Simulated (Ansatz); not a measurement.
This script for Ansatz 0.2.0 through its Python package starts 3 runs on TaRu, space group P4/mmm. What input does the engine get in each?

`edit_taru.py`:
```python
"""Keys set on an Input object, for TaRu."""

from dataclasses import dataclass

import ansatz as az


@dataclass(frozen=True)
class Options:
    functional: str = "lda"
    cutoff: int = 550
    kmesh: tuple[int, ...] = (7, 7, 6)
    occupations: str = "Fermi-Dirac"
    smearing_width: float = 0.1


opts = Options()


def main() -> None:
    crystal = (
        az.Lattice.from_parameters(3.053, 3.053, 3.389, alpha=90, beta=90, gamma=90)
        .space_group(123, hermann_mauguin="P4/mmm")
        .atom("Ta", [0.5, 0.5, 0.5])
        .atom("Ru", [0.0, 0.0, 0.0])
    )

    job = (
        crystal.calculation()
        .functional(opts.functional)
        .pseudopotentials("paw")
        .basis(opts.cutoff)
        .kpoints(*opts.kmesh, center="gamma")
        .occupations(opts.occupations, width=opts.smearing_width)
        .band_table()
    )
    typed = job.input()
    rows = []
    for value in [0.0001, 1e-06, 1e-08]:
        edited = typed.set(az.key.scf.convergence.dr2_threshold, value)
        report = az.Session.from_dict(edited).plan().execute().report
        rows.append((value, report["free_energy_ev"], report["n_iterations"], len(report["eigenvalues_ev"][0]) if "eigenvalues_ev" in report else 0))
    for row in rows:
        print("; ".join(f"{name} = {round(v, 4) if isinstance(v, float) else v}" for name, v in zip(["threshold eV", "F eV", "iterations", "bands listed"], row)))
    print(edited.to_yaml())


if __name__ == "__main__":
    main()
```

Run 1:
```yaml
crystal:
  lattice:
    a: 3.053
    b: 3.053
    c: 3.389
    alpha: 90.0
    beta: 90.0
    gamma: 90.0
  space_group: 123
  setting:
    hermann_mauguin: P4/mmm
  atoms:
    - { symbol: Ta, position: [0.5, 0.5, 0.5] }
    - { symbol: Ru, position: [0.0, 0.0, 0.0] }
basis:
  ecutwfc: 550.0
kpoints:
  mp_grid:
    grid: [7, 7, 6]
    shift: [0.0, 0.0, 0.0]
hamiltonian:
  xc: lda
  pseudopotentials:
    kind: paw
scf:
  occupations:
    method: fermi_dirac
    width: 0.1
  convergence:
    dr2_threshold: 0.0001
output:
  eigenvalues: true
```

Run 2, against run 1:
```diff
-    dr2_threshold: 0.0001
+    dr2_threshold: 1.0e-06
```

Run 3, against run 1:
```diff
-    dr2_threshold: 0.0001
+    dr2_threshold: 1.0e-08
```

Running `python edit_taru.py` prints:
```text
threshold eV = 0.0001; F eV = -15441.4716; iterations = 6; bands listed = 19
threshold eV = 0.0; F eV = -15441.4716; iterations = 6; bands listed = 19
threshold eV = 0.0; F eV = -15441.4716; iterations = 7; bands listed = 19
crystal:
  lattice:
    a: 3.053
    b: 3.053
    c: 3.389
    alpha: 90.0
    beta: 90.0
    gamma: 90.0
  space_group: 123
  setting:
    hermann_mauguin: P4/mmm
  atoms:
    - { symbol: Ta, position: [0.5, 0.5, 0.5] }
    - { symbol: Ru, position: [0.0, 0.0, 0.0] }
basis:
  ecutwfc: 550.0
kpoints:
  mp_grid:
    grid: [7, 7, 6]
    shift: [0.0, 0.0, 0.0]
hamiltonian:
  xc: lda
  pseudopotentials:
    kind: paw
scf:
  occupations:
    method: fermi_dirac
    width: 0.1
  convergence:
    dr2_threshold: 1.0e-08
output:
  eigenvalues: true
```

What to keep in mind:
- Absolute energies stand on the zero of these potentials, so only differences at equal settings mean something. A total without «per atom» is that of the cell as typed.
- The run is spin-unpolarised.
- The mesh is modest for a metal, so energies can be off by several to tens of meV an atom and pressures by half a GPa or more; differences at equal mesh fare better.
- Spin-orbit coupling, which matters for elements this heavy, is left out.
- The structure is a deposited one; some such entries were measured under pressure or heat, so a shift against it needn't be the functional's error alone.
- Wall time of the script: 4.9 s on 1 thread of Intel(R) Xeon(R) Platinum 8488C (Sapphire Rapids), on a shared host, peak memory 0.42 GiB.

(Lines on the test bed's own set-up are left out of the output.)
